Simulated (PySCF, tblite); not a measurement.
# C₇H₁₂GeO: geometry, infrared bands and NMR shifts

What infrared bands and NMR shifts should C₇H₁₂GeO (`C[C@@]12C=CC[C@@H]1[C@@H]2[O][GeH3]`) show?

Programs: tblite 0.8.0 and PySCF 2.14.0, with density-fitted response routines of our own. Each step states its level of theory. These are calculated values for one molecule in the gas phase, unless marked as measured. Atoms count from 0, in the outputs and in this text.

## Step 1: The starting structure

21 atoms, charge 0, multiplicity 1; geometry from: force field or distance geometry start.

Bonds of the start (Å): C0–C1 1.51, C1–C2 1.50, C2–C3 1.32, C3–C4 1.48, C4–C5 1.54, C5–C6 1.54, C6–O7 1.41, O7–Ge8 1.79, C5–C1 1.53, C6–C1 1.53, C0–H9 1.12, C0–H10 1.11, C0–H11 1.11, C2–H12 1.09, C3–H13 1.09, C4–H14 1.11, C4–H15 1.11, C5–H16 1.11, C6–H17 1.11, Ge8–H18 1.56, Ge8–H19 1.55, Ge8–H20 1.54.

## Step 2: Geometry optimisation with GFN2-xTB

Job settings and geometry (Å):

```
{"job": {"kind": "relax", "xc": "GFN2-xTB", "basis": "xTB"}, "charge": 0, "multiplicity": 1}
C     -0.946600     1.934600    -0.653200
C     -0.472200     0.581300    -0.167700
C     -0.993700     0.023400     1.124700
C     -1.435300    -1.209400     0.982800
C     -1.251100    -1.732700    -0.386800
C     -0.650500    -0.554800    -1.176300
C      0.758900    -0.059900    -0.811900
O      1.471200    -0.957900     0.009000
Ge     2.779600    -0.015400     0.784600
H     -2.066900     1.932400    -0.730200
H     -0.523800     2.187600    -1.645300
H     -0.655600     2.716700     0.075600
H     -1.034900     0.577500     2.066600
H     -1.850400    -1.796000     1.804900
H     -2.237500    -2.000600    -0.823800
H     -0.572200    -2.607400    -0.389900
H     -1.073300    -0.237700    -2.147100
H      1.284500     0.445500    -1.642400
H      2.156600     1.156800     1.604500
H      3.728900     0.559000    -0.296100
H      3.575400    -0.925900     1.741100
```

Command:

```sh
OMP_NUM_THREADS=1 python probes_run.py task.json out
```

The driver reads the jobs from task.json and runs them one after another.

Output:

```text
step      E/eV     max force
  0    -736.29898    2.038
  1    -736.46929    0.991
  2    -736.58901    0.744
  3    -736.63601    0.534
  4    -736.66610    0.450
  5    -736.68724    0.363
  6    -736.70356    0.316
  7    -736.72352    0.300
  8    -736.74072    0.322
  9    -736.75393    0.271
 10    -736.76363    0.225
 11    -736.77263    0.230
 12    -736.78159    0.199
 13    -736.78998    0.189
 14    -736.79782    0.197
 15    -736.80518    0.233
 16    -736.81085    0.175
 17    -736.81431    0.132
 18    -736.81672    0.107
 19    -736.81931    0.138
 20    -736.82230    0.168
 21    -736.82499    0.121
 22    -736.82697    0.104
 23    -736.82863    0.134
 24    -736.83040    0.115
 25    -736.83205    0.113
 26    -736.83320    0.066
 27    -736.83394    0.073
 28    -736.83459    0.080
 29    -736.83539    0.071
 30    -736.83636    0.088
 31    -736.83752    0.086
 32    -736.83891    0.089
 33    -736.84063    0.108
 34    -736.84259    0.100
 35    -736.84469    0.095
 36    -736.84702    0.117
 37    -736.84976    0.114
 38    -736.85295    0.140
 39    -736.85622    0.126
 40    -736.85908    0.121
 41    -736.86132    0.116
 42    -736.86322    0.097
 43    -736.86492    0.095
 44    -736.86620    0.070
 45    -736.86712    0.066
 46    -736.86796    0.074
 47    -736.86895    0.071
 48    -736.87008    0.069
 49    -736.87114    0.076
 50    -736.87208    0.090
 51    -736.87300    0.082
 52    -736.87427    0.102
 53    -736.87613    0.106
 54    -736.87866    0.087
 55    -736.87988    0.081
 56    -736.88094    0.081
 57    -736.88168    0.068
 58    -736.88254    0.058
 59    -736.88345    0.061
 60    -736.88429    0.069
 61    -736.88493    0.065
 62    -736.88538    0.044
 63    -736.88580    0.047
 64    -736.88627    0.057
 65    -736.88686    0.058
 66    -736.88761    0.068
 67    -736.88847    0.074
 68    -736.88925    0.058
 69    -736.88983    0.049
 70    -736.89028    0.043
 71    -736.89072    0.054
 72    -736.89118    0.062
 73    -736.89165    0.056
 74    -736.89209    0.045
 75    -736.89252    0.060
 76    -736.89296    0.050
 77    -736.89343    0.064
 78    -736.89382    0.075
 79    -736.89418    0.063
 80    -736.89448    0.040
 81    -736.89470    0.027
 82    -736.89488    0.027
 83    -736.89506    0.030
 84    -736.89527    0.031
 85    -736.89547    0.031
 86    -736.89562    0.024
 87    -736.89574    0.028
 88    -736.89587    0.026
 89    -736.89603    0.032
 90    -736.89623    0.040
 91    -736.89642    0.028
 92    -736.89657    0.026
 93    -736.89665    0.024
 94    -736.89672    0.022
 95    -736.89679    0.021
 96    -736.89685    0.016
 97    -736.89690    0.013
 98    -736.89694    0.014
 99    -736.89698    0.014
100    -736.89702    0.014
101    -736.89706    0.013
102    -736.89710    0.014
103    -736.89715    0.013
104    -736.89720    0.014
105    -736.89726    0.018
106    -736.89731    0.017
107    -736.89735    0.019
108    -736.89738    0.015
109    -736.89741    0.016
110    -736.89744    0.013
111    -736.89747    0.011
112    -736.89749    0.011
113    -736.89752    0.014
114    -736.89754    0.014
115    -736.89757    0.016
116    -736.89761    0.018
117    -736.89764    0.014
118    -736.89766    0.015
119    -736.89768    0.015
120    -736.89771    0.021
121    -736.89776    0.029
122    -736.89783    0.032
123    -736.89792    0.026
124    -736.89804    0.025
125    -736.89818    0.024
126    -736.89834    0.036
127    -736.89854    0.042
128    -736.89877    0.047
129    -736.89895    0.045
130    -736.89915    0.028
131    -736.89925    0.024
132    -736.89932    0.014
133    -736.89935    0.013
134    -736.89938    0.012
135    -736.89939    0.009
```

Run time: 1.9 s. Hardware: 1 thread of Arm Neoverse N1, shared host; peak memory 0.18 GiB.

Along the way: (not every step is listed)

| step | energy from step 0 (eV) | largest force (eV/Å) |
| --- | --- | --- |
| 0 | 0.0000 | 2.0376 |
| 1 | -0.1703 | 0.9910 |
| 2 | -0.2900 | 0.7438 |
| 3 | -0.3370 | 0.5337 |
| 4 | -0.3671 | 0.4505 |
| 5 | -0.3883 | 0.3630 |
| 6 | -0.4046 | 0.3159 |
| 7 | -0.4245 | 0.3004 |
| 8 | -0.4417 | 0.3216 |
| 20 | -0.5233 | 0.1675 |
| 32 | -0.5399 | 0.0893 |
| 44 | -0.5672 | 0.0705 |
| 56 | -0.5820 | 0.0811 |
| 68 | -0.5903 | 0.0577 |
| 80 | -0.5955 | 0.0396 |
| 92 | -0.5976 | 0.0260 |
| 104 | -0.5982 | 0.0138 |
| 116 | -0.5986 | 0.0181 |
| 128 | -0.5998 | 0.0467 |
| 130 | -0.6002 | 0.0278 |
| 131 | -0.6003 | 0.0242 |
| 132 | -0.6003 | 0.0142 |
| 133 | -0.6004 | 0.0132 |
| 134 | -0.6004 | 0.0117 |
| 135 | -0.6004 | 0.0092 |

Close pairs (by a distance rule), those that changed most:

| bond | before (Å) | after (Å) | change (Å) |
| --- | --- | --- | --- |
| Ge8–H18 | 1.560 | 1.500 | -0.060 |
| Ge8–H20 | 1.542 | 1.489 | -0.053 |
| O7–Ge8 | 1.789 | 1.745 | -0.044 |
| Ge8–H19 | 1.549 | 1.507 | -0.042 |
| C5–C6 | 1.538 | 1.502 | -0.036 |
| C0–H9 | 1.123 | 1.089 | -0.034 |
| C6–O7 | 1.410 | 1.384 | -0.026 |
| C5–H16 | 1.105 | 1.080 | -0.025 |

The end geometry stands in the next job.

## Step 3: Harmonic vibrations with GFN2-xTB

Job settings and geometry (Å):

```
{"job": {"kind": "ir", "xc": "GFN2-xTB", "basis": "xTB"}, "charge": 0, "multiplicity": 1}
C     -1.017614     2.042391    -0.770741
C     -0.591648     0.657244    -0.360233
C     -0.842745     0.196421     1.025128
C     -1.088175    -1.107462     1.072885
C     -1.098862    -1.738029    -0.288853
C     -0.748181    -0.589831    -1.215021
C      0.613032     0.012712    -1.016151
O      1.569241    -0.701918    -0.316802
Ge     2.600942    -0.179757     0.990043
H     -2.072718     2.196930    -0.549157
H     -0.863610     2.188371    -1.837600
H     -0.439403     2.793248    -0.232691
H     -0.824343     0.876180     1.861015
H     -1.271272    -1.687521     1.961526
H     -2.078659    -2.161638    -0.522692
H     -0.358891    -2.539399    -0.354540
H     -1.189859    -0.563406    -2.200347
H      1.026392     0.557587    -1.861887
H      1.815632     0.338214     2.158962
H      3.549673     0.889718     0.512662
H      3.302147    -1.463113     1.267432
```

Output:

```text
mode    cm-1     km/mol
  1      50.0      1.55
  2      76.3      0.08
  3      97.1      1.42
  4     141.4      0.09
  5     193.0      2.33
  6     198.5      2.32
  7     247.1      0.91
  8     295.6      0.56
  9     375.2      1.08
 10     414.2     42.50
 11     547.7      5.53
 12     563.6     72.75
 13     586.3     43.47
 14     626.6     84.81
 15     630.6     52.27
 16     731.5     61.86
 17     756.3    223.57
 18     775.7     41.79
 19     791.9    100.41
 20     796.3     82.53
 21     830.2    151.79
 22     862.7      8.67
 23     867.8      1.35
 24     905.6      3.96
 25     942.3      1.62
 26     969.4     12.58
 27     997.7     18.62
 28    1007.2      5.66
 29    1036.0     10.02
 30    1070.0     21.05
 31    1096.1     17.48
 32    1100.1      6.34
 33    1132.4      7.75
 34    1179.4     74.15
 35    1228.0     12.64
 36    1236.9      0.52
 37    1283.1      3.43
 38    1301.5     18.83
 39    1332.6      6.45
 40    1407.4      3.37
 41    1420.4     17.54
 42    1448.4      9.17
 43    1490.5      2.51
 44    1495.4      3.13
 45    1665.9      6.64
 46    1919.2    164.73
 47    1989.1    460.15
 48    2093.4    382.51
 49    2947.0     32.93
 50    2964.6     53.12
 51    2969.4     43.12
 52    3005.1     33.66
 53    3017.2     31.22
 54    3034.4     29.59
 55    3066.5     46.93
 56    3095.8     22.39
 57    3114.5     53.77
```

Run time: 1.6 s. Hardware: 1 thread of Arm Neoverse N1, shared host; peak memory 0.18 GiB.

The strongest bands and the atoms that carry them (share of the mass-weighted mode):

| cm⁻¹ | km/mol | atoms |
| --- | --- | --- |
| 627 | 84.8 | H20 23 %, H18 19 %, O7 15 %, H19 11 % |
| 756 | 223.6 | H20 40 %, H18 29 %, H19 17 % |
| 792 | 100.4 | H20 23 %, C2 16 %, C6 12 % |
| 796 | 82.5 | H20 35 %, H19 14 % |
| 830 | 151.8 | H19 51 %, H18 42 % |
| 1919 | 164.7 | H19 76 %, H18 18 % |
| 1989 | 460.1 | H18 75 %, H19 21 % |
| 2093 | 382.5 | H20 91 % |

## Step 4: Shielding tensors: PBE0/pcSseg-1

Same as in step 3 but for these lines:

```diff
@@ -1,2 +1,2 @@
-{"job": {"kind": "ir", "xc": "GFN2-xTB", "basis": "xTB"}, "charge": 0, "multiplicity": 1}
+{"job": {"kind": "nmr", "xc": "PBE0", "basis": "pcSseg-1"}, "charge": 0, "multiplicity": 1}
 C     -1.017614     2.042391    -0.770741
```

Method: GIAO PBE0/pcSseg-1 NMR shielding, non-relativistic, gas phase.

Output:

```text
coarse grid: 78520 points
cycle   1  E = -2425.0643661983  dE =  8.473e-01  |g| = 1.111e+00  |ddm| = 4.320e+00
cycle   2  E = -2424.8555942519  dE =  2.088e-01  |g| = 1.506e+00  |ddm| = 1.953e+00
cycle   3  E = -2425.1956666522  dE = -3.401e-01  |g| = 2.835e-01  |ddm| = 1.519e+00
cycle   4  E = -2425.2093800019  dE = -1.371e-02  |g| = 7.584e-02  |ddm| = 2.943e-01
cycle   5  E = -2425.2102176802  dE = -8.377e-04  |g| = 1.931e-02  |ddm| = 8.830e-02
cycle   6  E = -2425.2102928303  dE = -7.515e-05  |g| = 7.984e-03  |ddm| = 2.647e-02
cycle   7  E = -2425.2103070282  dE = -1.420e-05  |g| = 1.948e-03  |ddm| = 8.300e-03
cycle   8  E = -2425.2103079111  dE = -8.829e-07  |g| = 5.070e-04  |ddm| = 2.251e-03
final grid: 167168 points
cycle   9  E = -2425.2102476019  dE = -8.688e-08  |g| = 6.848e-04  |ddm| = 3.688e-03
cycle  10  E = -2425.2102474614  dE =  1.405e-07  |g| = 1.022e-03  |ddm| = 1.548e-03
cycle  11  E = -2425.2102477063  dE = -2.449e-07  |g| = 1.275e-04  |ddm| = 9.540e-04
cycle  12  E = -2425.2102477101  dE = -3.828e-09  |g| = 1.471e-05  |ddm| = 1.260e-04
cycle  13  E = -2425.2102477101  dE = -3.865e-11  |g| = 6.874e-06  |ddm| = 2.645e-05
converged SCF energy = -2425.2102477101

GIAO shielding tensors (ppm)
atom      isotropic    diamagn.    paramagn.     s11        s22        s33       span
  0 C      166.813     243.050     -76.237    150.322    159.784    190.332     40.010
  1 C      144.120     256.858    -112.738    107.125    133.088    192.145     85.020
  2 C       49.006     250.613    -201.606    -59.134     69.523    136.630    195.764
  3 C       47.080     254.692    -207.611    -61.613     53.780    149.074    210.686
  4 C      150.132     248.013     -97.881    128.859    149.991    171.546     42.687
  5 C      153.062     256.630    -103.568    120.179    148.960    190.048     69.869
  6 C      124.429     244.049    -119.620     79.408    101.517    192.362    112.954
  7 O      332.452     401.871     -69.419    293.324    332.939    371.092     77.768
  8 Ge    1409.114    2755.821   -1346.707   1275.544   1305.504   1646.295    370.751
  9 H       30.101      28.760       1.341     25.301     27.522     37.480     12.179
 10 H       31.101      30.043       1.057     26.098     28.845     38.359     12.261
 11 H       29.857      29.578       0.279     24.931     27.933     36.706     11.775
 12 H       26.030      33.309      -7.278     24.914     25.943     27.235      2.321
 13 H       26.003      31.571      -5.567     24.623     24.967     28.420      3.797
 14 H       28.996      29.614      -0.618     23.951     26.328     36.709     12.758
 15 H       29.038      29.760      -0.722     24.725     27.328     35.061     10.336
 16 H       30.375      34.455      -4.080     23.927     28.073     39.125     15.198
 17 H       28.391      32.993      -4.601     21.779     28.895     34.500     12.722
 18 H       26.908      29.451      -2.542     18.779     25.845     36.101     17.321
 19 H       26.886      28.638      -1.752     20.163     22.366     38.131     17.968
 20 H       27.268      28.731      -1.463     19.889     22.797     39.118     19.229
```

Wall time 2.1 min (1 thread of Arm Neoverse N1, shared host); peak memory 1.1 GiB.

The references, computed at this level on geometries of the same kind, shield at (ppm): 1H TMS 31.72, 13C TMS 186.9, 17O H2O 336.1, 73Ge GeMe4 1331. Their shielding less the atom's gives the shift. The references are single molecules in the gas phase, so shifts against H2O, NH3, PH3, H3PO4 or CFCl3 are not on the usual liquid scales and can be off by tens of ppm. Atoms listed in one row are averaged.

| atoms | environment | σ (ppm) | δ (ppm) |
| --- | --- | --- | --- |
| C3 | alkene CH | 47.1 | 139.8 |
| C2 | alkene CH | 49.0 | 137.9 |
| C6 | three-membered-ring carbon | 124.4 | 62.5 |
| C1 | three-membered-ring carbon | 144.1 | 42.8 |
| C4 | allylic sp3 CH2 | 150.1 | 36.8 |
| C5 | three-membered-ring carbon | 153.1 | 33.9 |
| C0 | methyl carbon | 166.8 | 20.1 |
| H13 | hydrogen on an alkene CH | 26.00 | 5.71 |
| H12 | hydrogen on an alkene CH | 26.03 | 5.69 |
| H18, H19, H20 | hydrogen on a germanium bonded to O | 27.02 | 4.70 |
| H17 | hydrogen on a three-membered-ring carbon | 28.39 | 3.33 |
| H14 | hydrogen on an allylic sp3 CH2 | 29.00 | 2.72 |
| H15 | hydrogen on an allylic sp3 CH2 | 29.04 | 2.68 |
| H9, H10, H11 | hydrogen on a methyl carbon | 30.35 | 1.36 |
| H16 | hydrogen on a three-membered-ring carbon | 30.38 | 1.34 |
| O7 | oxygen bonded to C, Ge | 332.5 | 3.6 |
| Ge8 | germanium bonded to O, 3 H | 1409 | -78 |

The run also stored atomic charges by several schemes (e):

| atoms | Mulliken | IAO | Hirshfeld | ESP fit |
| --- | --- | --- | --- | --- |
| C0 | -0.10 | -0.42 | -0.12 | -0.60 |
| C1 | -0.49 | -0.01 | -0.01 | 0.51 |
| C2 | 0.00 | -0.17 | -0.06 | -0.50 |
| C3 | -0.15 | -0.15 | -0.05 | -0.05 |
| C4 | -0.07 | -0.27 | -0.07 | -0.16 |
| C5 | -0.19 | -0.15 | -0.05 | -0.17 |
| C6 | 0.27 | 0.06 | 0.02 | -0.09 |
| O7 | -0.70 | -0.60 | -0.23 | -0.33 |
| Ge8 | 0.56 | 0.74 | 0.38 | 0.43 |

Mayer bond orders: C0–C1 1.06, C1–C2 1.01, C2–C3 1.83, C3–C4 1.03, C4–C5 1.02, C5–C6 0.90, C6–O7 0.94, O7–Ge8 0.79, C5–C1 0.89, C6–C1 0.87.

Ring of atoms C1, C2, C3, C4, C5: NICS(0) -5.5, NICS(1) -4.3, NICS(1)zz -7.7 ppm (means of both faces; NICS(1) differs between them: -6.2 and -2.5).

The two faces differ (NICS(1)zz -3.8 and -11.5 ppm).

Ring of atoms C1, C5, C6: NICS(0) -39.4, NICS(1) -8.0, NICS(1)zz -18.0 ppm (means of both faces).

The two faces differ (NICS(1)zz -13.6 and -22.4 ppm).

In rings of three or four atoms NICS is ruled by the nearby σ bonds, so it says little on aromaticity.

The fields below are evaluated on a grid from the run's orbitals.

Frontier orbitals at PBE0/pcSseg-1, with the share of their density that lies nearest to each atom:

| orbital | energy (eV) | lies on |
| --- | --- | --- |
| HOMO | -6.40 | C3 22 %; C1, C2, C6 about 14 % each; O7 8 % |
| LUMO | 0.31 | C2, C3 about 20 % each; H18 8 %; Ge8 6 % |

ELF in a plane through or near 5 of the atoms.

Ten even steps from '0' (0.00) to '9' (1.00):
```
0000000000000000000000000000
0000000000000000000000000000
0000000000000000000000000000
0000000000000000000111000000
0000000034100000007999600000
0000000599730000019999940000
0000000499941000008999930000
0000000157653541012236300000
0000000012555873231532310000
0000000000565754671534996100
0000000002786313783169999200
0000000002566301561179999100
0000000000378510010059995000
0000000002655263000003310000
0000000059996698200000000000
0000000059996376200000000000
0000000006971010000000000000
0000000000100000000000000000
0000000000000000000000000000
0000000000000000000000000000
```
The map spans 12.8 Å across and 10.5 Å up, centred on the molecule. Atoms in the plane (x, y in Å): C4 (-0.6, -1.9), H10 (-2.1, 2.0), H14 (-1.4, -2.6), H19 (3.1, 2.0), H20 (3.8, -0.4).

log10 of the density (e/Å³) in the same plane.

Ten even steps from '0' (-4.0) to '9' (1.5):
```
0000000000000000000000000000
0000000000000000000000000000
0000000011111000001111000000
0000001123322100012222210000
0000002344443321223444321000
0000013456654332235666432100
0000023567765444345676532100
0000023456766655556776543200
0000013455677766667986543200
0000012345677776777987654210
0000001345677666776667754310
0000001245677655665556654210
0000001234677755544445443200
0000001235679865432233321100
0000001245777765431111110000
0000000235666554320000000000
0000000123444433210000000000
0000000012333222100000000000
0000000000111100000000000000
0000000000000000000000000000
```
The map spans 12.8 Å across and 10.5 Å up, centred on the molecule. Atoms in the plane (x, y in Å): C4 (-0.6, -1.9), H10 (-2.1, 2.0), H14 (-1.4, -2.6), H19 (3.1, 2.0), H20 (3.8, -0.4).

On the surface of density 0.002 e/bohr³ the electrostatic potential runs, from the 1st to the 99th percentile, from -1.38 V near O7 to 1.14 V near H19.

## Step 5: Outcome

```
                                                              quantity                                               value
                             strongest single infrared mode (GFN2-xTB)                               1989 cm⁻¹, 460 km/mol
                                          zero-point energy (GFN2-xTB)                                      102.1 kcal/mol
                                13C shifts against TMS (PBE0/pcSseg-1)      139.8, 137.9, 62.5, 42.8, 36.8, 33.9, 20.1 ppm
1H shifts against TMS (PBE0/pcSseg-1, means over atoms taken as alike)  5.71, 5.69, 4.70, 3.33, 2.72, 2.68, 1.36, 1.34 ppm
                                17O shifts against H2O (PBE0/pcSseg-1)                                             3.6 ppm
                             73Ge shifts against GeMe4 (PBE0/pcSseg-1)                                             -78 ppm
                                 surface potential, 1st and 99th percentile                                  -1.38 V and 1.14 V
```

In words: The optimisation took 135 steps and gained 0.600 eV; among the close pairs (by a distance rule), Ge8–H18 changed most, from 1.560 to 1.500 Å. No mode is imaginary among the 57: a minimum at this level. The strongest single mode, at 1989 cm⁻¹, moves mainly H18. GFN2-xTB is a fitted tight-binding method: band positions and strengths are rough. Its intensities can rank the bands wrongly. At PBE0/pcSseg-1: Shielding is most anisotropic at Ge8 (span 371 ppm, paramagnetic term -1347 ppm). Spin-orbit coupling is left out, which matters for shieldings and couplings at and beside the heavy atoms.
